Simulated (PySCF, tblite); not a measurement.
# C₃H₁₄BNSi: geometry, infrared bands and NMR shifts

Wanted: the infrared bands and NMR shifts of C₃H₁₄BNSi (`[NH3+][BH2-]CCC[SiH3]`), by calculation.

Programs: tblite 0.8.0 and PySCF 2.14.0, with density-fitted response routines of our own. Each step states its level of theory. These are calculated values for one molecule in the gas phase, unless marked as measured. Atoms are numbered from 0 throughout.

## (1) Starting geometry

20 atoms, charge 0, multiplicity 1; geometry from: force field or distance geometry start.

Bonds of the start (Å): N0–B1 1.51, B1–C2 1.62, C2–C3 1.49, C3–C4 1.49, C4–Si5 1.88, N0–H6 1.04, N0–H7 1.06, N0–H8 1.05, B1–H9 1.21, B1–H10 1.19, C2–H11 1.09, C2–H12 1.11, C3–H13 1.14, C3–H14 1.12, C4–H15 1.11, C4–H16 1.11, Si5–H17 1.45, Si5–H18 1.50, Si5–H19 1.46.

## (2) Optimising the geometry with GFN2-xTB

What the job is given:

```
{"job": {"kind": "relax", "xc": "GFN2-xTB", "basis": "xTB"}, "charge": 0, "multiplicity": 1}
N     -2.445900     1.193600    -0.489100
B     -1.980500    -0.209500    -0.168700
C     -0.441800    -0.439800    -0.632700
C      0.336400    -0.705100     0.611100
C      1.791200    -0.952800     0.419600
Si     2.640600     0.513900    -0.384100
H     -2.345800     1.771300     0.372500
H     -1.866600     1.609700    -1.271300
H     -3.439100     1.198600    -0.823400
H     -2.011000    -0.309300     1.041600
H     -2.710300    -1.024400    -0.633400
H     -0.083800     0.417200    -1.210100
H     -0.491800    -1.372700    -1.237700
H     -0.123600    -1.644600     1.052400
H      0.215000     0.136600     1.344100
H      1.980200    -1.874300    -0.170700
H      2.257400    -1.073000     1.415100
H      1.671400     1.427000    -0.949700
H      3.420900     1.208000     0.694100
H      3.622000     0.140400    -1.392300
```

Started as:

```bash
$ OMP_NUM_THREADS=1 python probes_run.py task.json out
```

One launch serves the whole session: the jobs run in the order shown.

**Question.** This job is followed by: GFN2-xTB harmonic vibrations, gas phase; GIAO PBE0/pcSseg-1 NMR shielding, non-relativistic, gas phase. What will the session give for the following? strongest single infrared mode (GFN2-xTB); zero-point energy (GFN2-xTB); 13C shifts against TMS (PBE0/pcSseg-1); 1H shifts against TMS (PBE0/pcSseg-1, means over atoms taken as alike); 15N shifts against NH3 (PBE0/pcSseg-1); 11B shifts against BF3·OEt2 (PBE0/pcSseg-1); 29Si shifts against TMS (PBE0/pcSseg-1).

The runs gave:

| quantity | value |
| --- | --- |
| strongest single infrared mode (GFN2-xTB) | 2242 cm⁻¹, 436 km/mol |
| zero-point energy (GFN2-xTB) | 104.8 kcal/mol |
| 13C shifts against TMS (PBE0/pcSseg-1) | 32.3, 26.8, 13.8 ppm |
| 1H shifts against TMS (PBE0/pcSseg-1, means over atoms taken as alike) | 3.78, 2.79, 2.16, 1.40, 1.08, 0.39 ppm |
| 15N shifts against NH3 (PBE0/pcSseg-1) | 43.9 ppm |
| 11B shifts against BF3·OEt2 (PBE0/pcSseg-1) | -18.6 ppm |
| 29Si shifts against TMS (PBE0/pcSseg-1) | -69.8 ppm |

In words: Relaxing lowered the energy by 0.891 eV in 208 steps; the close pair that moved most is N0–B1, from 1.513 to 1.654 Å. No mode is imaginary among the 54: a minimum at this level. The strongest single mode, at 2242 cm⁻¹, moves mainly H19. Unscaled tight-binding wavenumbers are off by several per cent, some by more. Its intensities can rank the bands wrongly. At PBE0/pcSseg-1: The largest span, 96 ppm, is at Si5, where the paramagnetic term is -461 ppm.
